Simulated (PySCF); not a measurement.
**C3H8OSi: electronic excitations and core binding energies**

Wanted: the electronic excitations and core binding energies of C3H8OSi (`CCC(=O)[SiH3]`), by calculation.

Computed with PySCF 2.14.0, with density-fitted response routines of our own, on a single molecule in the gas phase. Atoms count from 0, in the outputs and in this text.

## Step 1: The starting structure

13 atoms, charge 0, multiplicity 1; geometry from: GFN2-xTB.

Bonds of the start (Å): C0–C1 1.52, C1–C2 1.51, C2–O3 1.21, C2–Si4 1.93, C0–H5 1.09, C0–H6 1.09, C0–H7 1.09, C1–H8 1.09, C1–H9 1.09, Si4–H10 1.46, Si4–H11 1.46, Si4–H12 1.46.

## Step 2: Excited states and response: CAM-B3LYP/def2-SVPD

Job settings and geometry (Å):

```
{"job": {"kind": "uv", "xc": "CAM-B3LYP", "basis": "def2-SVPD", "nstates": 8, "ntriplets": 3}, "charge": 0, "multiplicity": 1}
C     -1.496949     0.069131     0.562051
C     -0.780349    -0.751546    -0.504313
C      0.473226    -0.063825    -0.994710
O      0.671514     0.126507    -2.173972
Si     1.792153     0.511020     0.286090
H     -0.849095     0.237320     1.419801
H     -1.795810     1.034463     0.159616
H     -2.389258    -0.453314     0.899458
H     -0.471405    -1.711777    -0.081498
H     -1.443351    -0.942960    -1.351528
H      1.407094     1.839709     0.762204
H      3.076880     0.546712    -0.400399
H      1.800961    -0.440954     1.399472
```

Method: TDDFT CAM-B3LYP/def2-SVPD, vertical, gas phase, core orbitals frozen in the response.

Started as:

```sh
$ OMP_NUM_THREADS=1 python probes_run.py task.json out
```

This one command runs all jobs of the session in turn.

Output:

```text
coarse grid: 10928 points
cycle   1  E = -483.3067650999  dE =  4.410e-01  |g| = 7.640e-01  |ddm| = 4.316e+00
cycle   2  E = -483.0557287590  dE =  2.510e-01  |g| = 1.405e+00  |ddm| = 2.084e+00
cycle   3  E = -483.4328562278  dE = -3.771e-01  |g| = 6.668e-02  |ddm| = 1.396e+00
cycle   4  E = -483.4337378175  dE = -8.816e-04  |g| = 4.263e-02  |ddm| = 1.529e-01
cycle   5  E = -483.4341953529  dE = -4.575e-04  |g| = 6.272e-03  |ddm| = 6.796e-02
cycle   6  E = -483.4342080768  dE = -1.272e-05  |g| = 1.713e-03  |ddm| = 1.713e-02
cycle   7  E = -483.4342091643  dE = -1.088e-06  |g| = 6.809e-04  |ddm| = 5.778e-03
final grid: 99736 points
cycle   8  E = -483.5130870486  dE = -2.222e-05  |g| = 2.777e-03  |ddm| = 5.384e-02
cycle   9  E = -483.5130866840  dE =  3.645e-07  |g| = 3.244e-03  |ddm| = 9.186e-03
cycle  10  E = -483.5130889288  dE = -2.245e-06  |g| = 7.135e-04  |ddm| = 3.566e-03
cycle  11  E = -483.5130890209  dE = -9.207e-08  |g| = 1.423e-04  |ddm| = 7.454e-04
cycle  12  E = -483.5130890255  dE = -4.650e-09  |g| = 1.983e-05  |ddm| = 2.934e-04
cycle  13  E = -483.5130890257  dE = -1.274e-10  |g| = 6.842e-06  |ddm| = 4.946e-05
converged SCF energy = -483.5130890257

Static polarisability (au): isotropic 67.012, principal 56.706 69.989 74.342

Singlet excitations
state   eV       nm        f      main configurations
  1   3.5030    353.9   0.00075   H->L 0.95
  2   6.4308    192.8   0.00135   H->L+1 0.72, H->L+2 0.16, H->L+3 0.09
  3   7.0063    177.0   0.08470   H->L+2 0.29, H->L+3 0.28, H->L+1 0.20
  4   7.1858    172.5   0.08993   H->L+2 0.37, H->L+3 0.35, H->L+6 0.11
  5   7.3826    167.9   0.03646   H->L+5 0.63, H->L+4 0.13
  6   7.5786    163.6   0.00160   H-2->L 0.64, H-4->L 0.12
  7   7.7222    160.6   0.01849   H->L+4 0.63, H->L+5 0.18
  8   7.9609    155.7   0.01227   H->L+6 0.76, H->L+3 0.10

Triplet excitations (Tamm-Dancoff, eV): 2.8621 5.7221 6.2218
```

It took 27 s on 1 thread of Arm Neoverse V2, shared host; peak memory 0.74 GiB.

Frontier orbitals and where they lie:

| orbital | eV | atoms |
| --- | --- | --- |
| HOMO−3 | -11.56 | Si4 32 %, H11 20 %, H12 18 % |
| HOMO−2 | -11.48 | C1 20 %, Si4 16 %, C0 11 % |
| HOMO−1 | -11.36 | Si4 23 %, O3 21 %, H10 16 % |
| HOMO | -8.27 | O3 51 %, C2 18 %, Si4 12 % |
| LUMO | -0.03 | C2 35 %, O3 31 %, Si4 12 % |
| LUMO+1 | 1.06 | Si4 38 %, C0 9 %, H10 7 % |
| LUMO+2 | 1.45 | Si4 48 %, H12 13 %, H11 12 % |

With each of the 8 states as a Gaussian band of 0.4 eV half-width at 1/e, the curve within the window shown has maxima at 173 nm (ε 7,800) L/(mol cm). Beyond the last state computed it falls off for lack of states. The curve at chosen wavelengths:

```
 nm  ε (L/mol/cm)
150           423
161          2809
172          7708
183          3855
194           440
205            33
216             3
228             0
239             0
250             0
261             0
272             0
283             0
294             1
305             4
316            10
327            18
338            26
349            30
361            29
372            25
383            19
394            14
405             9
416             5
427             3
```

Ground-state properties from the same run:

| property | computed |
| --- | --- |
| dipole moment (D) | 2.85 |
| polarisability (Å³) | 9.93 |
| HOMO–LUMO gap (eV) | 8.24 |
| −ε(HOMO) (eV) | 8.27 |

## Step 3: Core-electron binding energies: SCAN, X2C

Settings changed since step 2:

```diff
@@ -1,2 +1,2 @@
-{"job": {"kind": "uv", "xc": "CAM-B3LYP", "basis": "def2-SVPD", "nstates": 8, "ntriplets": 3}, "charge": 0, "multiplicity": 1}
+{"job": {"kind": "xps"}, "charge": 0, "multiplicity": 1}
 C     -1.496949     0.069131     0.562051
```

Level: delta-SCF UKS SCAN, pcX-2 on the ionised atom, pcseg-1 elsewhere, spin-free X2C.

Output:

```text
ground state, core basis on atom 0 (C), 145 functions
  cycle   1  E = -484.23339756  |g| = 7.17e-01
  cycle   2  E = -483.62543790  |g| = 1.79e+00
  cycle   3  E = -484.32812815  |g| = 2.66e-01
  cycle   4  E = -484.34352912  |g| = 9.15e-02
  cycle   5  E = -484.34557701  |g| = 1.09e-02
  cycle   6  E = -484.34561062  |g| = 3.63e-03
  cycle   7  E = -484.34561520  |g| = 1.22e-03
  cycle   8  E = -484.34561663  |g| = 3.73e-04
  E(ground) = -484.38596905 Eh
hole in C 1s of atom 0
  cycle   1  E = -473.09400198  |g| = 1.50e+00
  cycle   2  E = -472.32830113  |g| = 1.87e+00
  cycle   3  E = -473.52107212  |g| = 5.56e-01
  cycle   4  E = -473.49650440  |g| = 6.11e-01
  cycle   5  E = -473.64832746  |g| = 8.43e-02
  cycle   6  E = -473.65080027  |g| = 3.40e-02
  cycle   7  E = -473.65145841  |g| = 6.40e-03
  cycle   8  E = -473.65148562  |g| = 2.17e-03
  cycle   9  E = -473.65149071  |g| = 9.46e-04
  cycle  10  E = -473.65148947  |g| = 4.46e-04
  E(ion) = -473.69077601 Eh   <S^2> = 0.7673   hole on atom = 1.000   binding energy = 291.031 eV
ground state, core basis on atom 1 (C), 145 functions
  cycle   1  E = -484.34665690  |g| = 5.96e-02
  cycle   2  E = -484.34658329  |g| = 2.81e-02
  cycle   3  E = -484.34664177  |g| = 2.41e-02
  cycle   4  E = -484.34675051  |g| = 1.12e-02
  cycle   5  E = -484.34677791  |g| = 5.29e-04
  cycle   6  E = -484.34677809  |g| = 1.20e-04
  E(ground) = -484.38722256 Eh
hole in C 1s of atom 1
  cycle   1  E = -473.09015334  |g| = 1.51e+00
  cycle   2  E = -472.07972086  |g| = 2.07e+00
  cycle   3  E = -473.45783512  |g| = 6.95e-01
  cycle   4  E = -473.50927021  |g| = 6.04e-01
  cycle   5  E = -473.65651655  |g| = 6.14e-02
  cycle   6  E = -473.65781287  |g| = 1.56e-02
  cycle   7  E = -473.65792446  |g| = 7.69e-03
  cycle   8  E = -473.65795797  |g| = 1.93e-03
  cycle   9  E = -473.65796138  |g| = 8.11e-04
  cycle  10  E = -473.65796060  |g| = 3.01e-04
  E(ion) = -473.69735127 Eh   <S^2> = 0.7685   hole on atom = 1.000   binding energy = 290.886 eV
ground state, core basis on atom 2 (C), 145 functions
  cycle   1  E = -484.35174224  |g| = 5.84e-02
  cycle   2  E = -484.35172278  |g| = 1.98e-02
  cycle   3  E = -484.35170910  |g| = 2.17e-02
  cycle   4  E = -484.35180669  |g| = 8.93e-03
  cycle   5  E = -484.35182208  |g| = 8.54e-04
  cycle   6  E = -484.35181964  |g| = 1.50e-04
  E(ground) = -484.39195591 Eh
hole in C 1s of atom 2
  cycle   1  E = -473.02382393  |g| = 1.50e+00
  cycle   2  E = -470.66127084  |g| = 2.36e+00
  cycle   3  E = -473.24230597  |g| = 7.74e-01
  cycle   4  E = -473.36682881  |g| = 7.41e-01
  cycle   5  E = -473.57188058  |g| = 2.13e-01
  cycle   6  E = -473.58936827  |g| = 5.98e-02
  cycle   7  E = -473.59135007  |g| = 1.83e-02
  cycle   8  E = -473.59174431  |g| = 9.89e-03
  cycle   9  E = -473.59196637  |g| = 7.89e-03
  cycle  10  E = -473.59220639  |g| = 4.45e-03
  cycle  11  E = -473.59224967  |g| = 2.44e-03
  cycle  12  E = -473.59225355  |g| = 1.29e-03
  cycle  13  E = -473.59225736  |g| = 5.52e-04
  cycle  14  E = -473.59225908  |g| = 4.07e-04
  E(ion) = -473.63078139 Eh   <S^2> = 0.8535   hole on atom = 1.000   binding energy = 292.826 eV
ground state, core basis on atom 3 (O), 145 functions
  cycle   1  E = -484.37401884  |g| = 9.53e-02
  cycle   2  E = -484.37298883  |g| = 7.94e-02
  cycle   3  E = -484.37269203  |g| = 8.92e-02
  cycle   4  E = -484.37419780  |g| = 8.34e-03
  cycle   5  E = -484.37421589  |g| = 5.28e-04
  cycle   6  E = -484.37421518  |g| = 1.98e-04
  E(ground) = -484.41283334 Eh
hole in O 1s of atom 3
  cycle   1  E = -463.77136459  |g| = 2.22e+00
  cycle   2  E = -462.87736463  |g| = 2.35e+00
  cycle   3  E = -464.44422529  |g| = 5.52e-01
  cycle   4  E = -464.49151164  |g| = 4.58e-01
  cycle   5  E = -464.60978585  |g| = 8.17e-02
  cycle   6  E = -464.61275472  |g| = 2.18e-02
  cycle   7  E = -464.61303580  |g| = 3.89e-03
  cycle   8  E = -464.61304404  |g| = 1.99e-03
  cycle   9  E = -464.61304740  |g| = 8.50e-04
  cycle  10  E = -464.61304774  |g| = 2.38e-04
  E(ion) = -464.65237101 Eh   <S^2> = 0.7666   hole on atom = 1.000   binding energy = 537.710 eV
ground state, core basis on atom 4 (Si), 156 functions
  cycle   1  E = -484.43807450  |g| = 2.91e-01
  cycle   2  E = -484.43430508  |g| = 1.52e-01
  cycle   3  E = -484.42348475  |g| = 2.74e-01
  cycle   4  E = -484.43878830  |g| = 1.19e-02
  cycle   5  E = -484.43880776  |g| = 2.74e-03
  cycle   6  E = -484.43880812  |g| = 8.90e-04
  cycle   7  E = -484.43880796  |g| = 2.86e-04
  E(ground) = -484.43743232 Eh
hole in Si 1s of atom 4
  cycle   1  E = -415.51438190  |g| = 4.35e+00
  cycle   2  E = -415.44992742  |g| = 2.22e+00
  cycle   3  E = -415.81597445  |g| = 1.25e+00
  cycle   4  E = -416.38322701  |g| = 6.90e-01
  cycle   5  E = -416.54860989  |g| = 2.27e-01
  cycle   6  E = -416.57123504  |g| = 6.45e-02
  cycle   7  E = -416.57341139  |g| = 1.95e-02
  cycle   8  E = -416.57363237  |g| = 2.97e-03
  cycle   9  E = -416.57363710  |g| = 1.44e-03
  cycle  10  E = -416.57363598  |g| = 4.26e-04
  E(ion) = -416.57981737 Eh   <S^2> = 0.7526   hole on atom = 1.000   binding energy = 1846.500 eV
hole in Si 2p of atom 4
  cycle   1  E = -480.17035594  |g| = 1.23e+00
  cycle   2  E = -479.88748579  |g| = 1.24e+00
  cycle   3  E = -480.26113234  |g| = 7.25e-01
  cycle   4  E = -480.47844672  |g| = 1.83e-01
  cycle   5  E = -480.48856266  |g| = 8.57e-02
  cycle   6  E = -480.49257414  |g| = 2.08e-02
  cycle   7  E = -480.49281263  |g| = 3.65e-03
  cycle   8  E = -480.49281860  |g| = 1.70e-03
  cycle   9  E = -480.49281957  |g| = 6.30e-04
  cycle  10  E = -480.49282070  |g| = 2.22e-04
  E(ion) = -480.50296443 Eh   <S^2> = 0.7530   hole on atom = 1.002   binding energy = 107.062 eV
  2p3/2 = 106.850 eV   2p1/2 = 107.472 eV
```

Run time: 46 s. Hardware: 1 thread of Arm Neoverse V2, shared host; peak memory 0.56 GiB.

Binding energies by hole, beside the orbital energy of the ground state; the difference holds orbital relaxation and, for a density functional, its self-interaction error:

| hole | stands for | environment | ΔSCF (eV; 2p as the shell's mean) | −ε (eV) | ⟨S²⟩ |
| --- | --- | --- | --- | --- | --- |
| C1s on C0 | C0 | methyl carbon | 291.03 | 273.8 | 0.767 |
| C1s on C1 | C1 | sp3 CH2 α to a carbonyl | 290.89 | 274.0 | 0.768 |
| C1s on C2 | C2 | carbonyl carbon | 292.83 (doubtful) | 275.9 | 0.854 |
| O1s on O3 | O3 | carbonyl oxygen | 537.71 | 516.6 | 0.767 |
| Si1s on Si4 | Si4 | silicon bonded to C, 3 H | 1846.50 | 1793.3 | 0.753 |
| Si2p on Si4 | Si4 | silicon bonded to C, 3 H | 107.06 | 96.2 | 0.753 |

Doubtful: the ion did not converge, its hole moved, or its ⟨S²⟩ is well above 0.75.

With the spin-orbit splitting: Si4 2p3/2 106.85, 2p1/2 107.47 eV. The table gives each 2p level as the mean over the whole 2p shell (two parts 2p3/2, one part 2p1/2), which differs a little from the single hole in the log.

## Step 4: Summary of results

| quantity | value |
| --- | --- |
| lowest singlet (CAM-B3LYP/def2-SVPD) | 3.50 eV (354 nm), f = 0.001 |
| brightest single state of those computed | state 4, 7.19 eV, f = 0.090 |
| lowest triplet | 2.86 eV |
| C1s binding energies, SCAN/pcX-2 (standing for 2 of 3 atoms) | C0 291.03, C1 290.89 eV |
| O1s binding energies, SCAN/pcX-2 | O3 537.71 eV |
| Si1s binding energies, SCAN/pcX-2 | Si4 1846.50 eV |
| Si2p binding energies, SCAN/pcX-2 | Si4 107.06 eV |

The first singlet state (HOMO→LUMO 0.95) lies at 3.50 eV and is dark; of the 8 states computed, the strongest absorption comes from state 4 at 7.19 eV. The lowest triplet lies 0.64 eV below the lowest singlet (triplets in Tamm-Dancoff, singlets in full TDDFT). The C1s levels kept as sound span 0.14 eV, from C1 (sp3 CH2 α to a carbonyl) up to C0 (methyl carbon). Only 2 of the 3 C atoms are covered by sound results.
